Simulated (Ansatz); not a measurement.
**CH₉AlSi₂: one species, many methods**

An exercise on one series of results from a longer session: the logs are not shown, and one member is left open.

The runs use Ansatz 0.2.0, Gaussian basis; functionals in def2-TZVPP, the program's frozen cores in correlated methods.

The runs, in order: LDA (SPW92), PBE-D4, revPBE-D4, BLYP-D4, r2SCAN-D4, B97M-V, PBE0-D4, B3LYP-D4, r2SCANh-D4, r2SCAN0-D4, HSE06-D4, BHLYP-D4, CAM-B3LYP-D4, LC-ωPBE, ωB97X-V, ωB97M-V, B2PLYP, PBE-QIDH; CCSD(T)/def2-SVP; CCSD(T)/def2-TZVPP; CCSD(T)/def2-QZVPP; extrapolation to the limit; RPA on PBE.

## The geometry

The geometry comes from an earlier relaxation with PBE0-D4 in a triple-zeta def2 set; it is a stationary point, not always the lowest conformer.

SMILES `[CH3][Al]([SiH3])[SiH3]`, 13 atoms, charge 0, spin multiplicity 1.

Atoms are counted from 1 here; the program's logs count them from 0.

Bond lengths: C1–Al2 1.956 Å, C1–H5 1.092 Å, C1–H6 1.096 Å, C1–H7 1.095 Å, Al2–Si3 2.464 Å, Al2–Si4 2.462 Å, Si3–H8 1.491 Å, Si3–H9 1.494 Å, Si3–H10 1.494 Å, Si4–H11 1.492 Å, Si4–H12 1.493 Å, Si4–H13 1.493 Å. Angles: Al2–C1–H5 113.4°, Al2–C1–H6 110.2°, Al2–C1–H7 110.6°, H5–C1–H6 108.0°, H5–C1–H7 108.2°, H6–C1–H7 106.2°, C1–Al2–Si3 118.5°, C1–Al2–Si4 122.5°, Si3–Al2–Si4 119.0°, Al2–Si3–H8 113.6°, Al2–Si3–H9 111.0°, Al2–Si3–H10 111.1°, H8–Si3–H9 107.1°, H8–Si3–H10 107.2°, H9–Si3–H10 106.5°, Al2–Si4–H11 114.1°, Al2–Si4–H12 110.7°, Al2–Si4–H13 110.7° and more.

Set-up of the first run:

The input, in.yaml:

```yaml
crystal:
  periodic: [false, false, false]
  atoms:
    - {symbol: C, position_ang: [-0.781212, 1.807703, -0.883549]}
    - {symbol: Al, position_ang: [-0.094595, 0.148480, -0.108264]}
    - {symbol: Si, position_ang: [1.646512, 0.295773, 1.629223]}
    - {symbol: Si, position_ang: [-0.909836, -2.069653, -0.798070]}
    - {symbol: H, position_ang: [-1.525818, 1.645220, -1.665536]}
    - {symbol: H, position_ang: [-1.237827, 2.428285, -0.104342]}
    - {symbol: H, position_ang: [0.035987, 2.401020, -1.307845]}
    - {symbol: H, position_ang: [2.093618, -1.031275, 2.140178]}
    - {symbol: H, position_ang: [1.164016, 1.080476, 2.805135]}
    - {symbol: H, position_ang: [2.858821, 1.001330, 1.115723]}
    - {symbol: H, position_ang: [-1.962327, -2.030131, -1.854313]}
    - {symbol: H, position_ang: [-1.479406, -2.807998, 0.368136]}
    - {symbol: H, position_ang: [0.212467, -2.903931, -1.321576]}
basis:
  gaussian: {orbitals: def2-TZVPP}
hamiltonian: {xc: lda}
output: {orbitals: {seedname: orbitals}}
```

Run with:

```sh
ansatz run in.yaml --threads 2 --pin off --events-out ev --progress --plain --max-ram 22528MiB --backend cuda --devices 0, --max-vram 18GiB
```

Steps of the session up to this table: LDA; PBE-D4 (GGA); revPBE-D4 (GGA); BLYP-D4 (GGA); r2SCAN-D4 (meta-GGA); B97M-V (meta-GGA); B3LYP-D4 (hybrid); r2SCANh-D4 (hybrid); r2SCAN0-D4 (hybrid); HSE06-D4 (hybrid); BHLYP-D4 (hybrid); CAM-B3LYP-D4 (range-separated); LC-ωPBE (range-separated); ωB97X-V (range-separated); ωB97M-V (range-separated); B2PLYP (double hybrid); PBE-QIDH (double hybrid).

One table of the session follows, with a row left open; its other results are not shown here.

It belongs to the step «Orbital energies across the functionals». 

```
  functional  HOMO (eV)  LUMO (eV)  gap (eV)
 LDA (SPW92)      -6.13      -2.99      3.14
      PBE-D4      -6.05      -2.81      3.25
   revPBE-D4      -6.02      -2.71      3.31
     BLYP-D4      -5.91      -2.66      3.25
   r2SCAN-D4      -6.27      -2.62      3.65
      B97M-V      -6.33      -2.79      3.55
     PBE0-D4      -7.06      -2.07      4.99
    B3LYP-D4      -6.87      -2.23      4.64
  r2SCANh-D4      -6.64      -2.36      4.28
  r2SCAN0-D4      -7.19      -1.97      5.22
    HSE06-D4      -6.67      -2.44      4.24
    BHLYP-D4      -7.96      -1.25      6.71
CAM-B3LYP-D4      -8.27      -1.07      7.20
     LC-ωPBE      -9.53      -0.03      9.50
     ωB97X-V      -9.23      -0.15      9.07
     ωB97M-V          ?          ?         ?
```

Q: Estimate the row for ωB97M-V from the others.

**Answer.** HOMO (eV): -8.97; LUMO (eV): -0.43; gap (eV): 8.55. In the column «HOMO (eV)» it lies between ωB97X-V (-9.23) and CAM-B3LYP-D4 (-8.27).
